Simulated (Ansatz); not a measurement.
**Ti (P6/mmm): comparison of functionals at one structure in Python**

Aim: a comparison of functionals at one structure, for Ti (P6/mmm), run from a script.

Program: the Python package of Ansatz 0.2.0. The levels of theory stand in the script. These are calculated values, not measurements.

## Step 1: The structure

Symmetry: P6/mmm, No. 191, hexagonal system. Conventional cell: a = 4.600 Å, b = 4.600 Å, c = 2.820 Å, α = 90.00°, β = 90.00°, γ = 120.00°. Around Ti (site symmetry 6/mmm) lie 14 Ti at 2.82 to 3.01 Å. Around Ti (site symmetry -6m2) lie 11 Ti at 2.66 to 3.01 Å.

No structure file is read: the coordinates are typed or built in the script.

## Step 2: The code

xc_ti.py

```python
# -*- coding: utf-8 -*-
import argparse
import warnings

import ansatz as az
from ase import Atoms
import pandas as pd

parser = argparse.ArgumentParser(description='One structure of Ti under several functionals.')
parser.add_argument('--kmesh', type=int, nargs=3, required=True, help='k-point sampling')
args = parser.parse_args()


def main():
    warnings.simplefilter('ignore', az.DeckWarning)

    atoms = Atoms(
        ['Ti', 'Ti', 'Ti'],
        scaled_positions=[
            (0.0, 0.0, 0.0),
            (1 / 3, 2 / 3, 0.5),
            (2 / 3, 1 / 3, 0.5),
        ],
        cell=[
            (4.6, 0.0, 0.0),
            (-2.3, 3.983717, 0.0),
            (0.0, 0.0, 2.82),
        ],
        pbc=True,
    )
    structure = az.Crystal.from_ase(atoms)

    job = (
        structure.calculation()
        .basis(16 * az.Ha)
        .kpoints(*args.kmesh)
        .occupations(az.OccupationsMethod.FERMI_DIRAC)
        .stress()
    )

    rows = []
    for value in ['lda', 'blyp', 'pbesol']:
        rep = job.functional(value).run(threads=1).report
        rows.append((value, rep['free_energy_ev'] / len(rep['lattice']['sites']), rep['n_iterations'], sum(rep['stress_gpa'][i][i] for i in range(3)) / 3, rep['n_kpoints']))

    table = pd.DataFrame(rows, columns=['functional', 'F/atom (eV)', 'iterations', 'P (GPa)', 'k-points'])
    print(table.round(5).to_string(index=False))


if __name__ == '__main__':
    main()
```

## Step 3: The input behind the calls

The engine receives this input (first run):

```yaml
crystal:
  lattice:
    - [4.6, 0.0, 0.0]
    - [-2.3, 3.983717, 0.0]
    - [0.0, 0.0, 2.82]
  atoms:
    - { symbol: Ti, position: [0.0, 0.0, 0.0] }
    - { symbol: Ti, position: [0.33333333333333337, 0.6666666666666666, 0.5] }
    - { symbol: Ti, position: [0.6666666666666666, 0.3333333333333333, 0.5] }
basis:
  ecutwfc: 435.382179935808
kpoints:
  mp_grid:
    grid: [8, 8, 12]
hamiltonian:
  xc: lda
scf:
  occupations:
    method: fermi_dirac
output:
  stress: true
```

## Step 4: Launch

Started as:

```bash
$ python xc_ti.py --kmesh 8 8 12
```

Output:

```text
functional  F/atom (eV)  iterations  P (GPa)  k-points
       lda  -2450.29927           7 -9.03093        70
      blyp  -2505.90987           7  2.15738        70
    pbesol  -2473.91432           7 -4.81997        70
```

Wall time 14 s (1 thread of Arm Neoverse V1, shared host); peak memory 0.46 GiB.

## Step 5: What changed from run to run

The engine's inputs for the other runs:

Run 2, against run 1:

```diff
@@ -16 +16 @@
-  xc: lda
+  xc: blyp
```

Run 3, against run 1:

```diff
@@ -16 +16 @@
-  xc: lda
+  xc: pbesol
```

## Step 6: Run by run

One row for each of the 3 runs:

```tsv
run	functional	energy (eV/atom)	pressure (GPa)	SCF cycles	CPU time (s)
1	lda	-2450.2993	-9.03	7	4.1
2	blyp	-2505.9099	2.16	7	4.2
3	pbesol	-2473.9143	-4.82	7	4.3
```

Energies are free energies F = E - TS of the smeared occupations. Totals under unlike functionals or potentials can't be compared directly.

## Step 7: Outcome

| quantity | value |
| --- | --- |
| runs compared | 3 |
| pressure at this cell | -9.0 (lda) to 2.2 GPa (blyp) |

**Reading.** From lowest to highest: LDA (-9.0 GPa), PBEsol (-4.8 GPa) and BLYP (2.2 GPa). At a fixed cell a lower pressure usually means a smaller equilibrium volume, so LDA prefers the smallest cell and BLYP the largest. Notes:
- No spin polarisation was allowed.
- Pressure is positive in compression.
- This isn't the structure that Ti takes at ambient conditions.
- Total energies of different functionals can't be compared; pressures, moments and gaps at this one structure can.
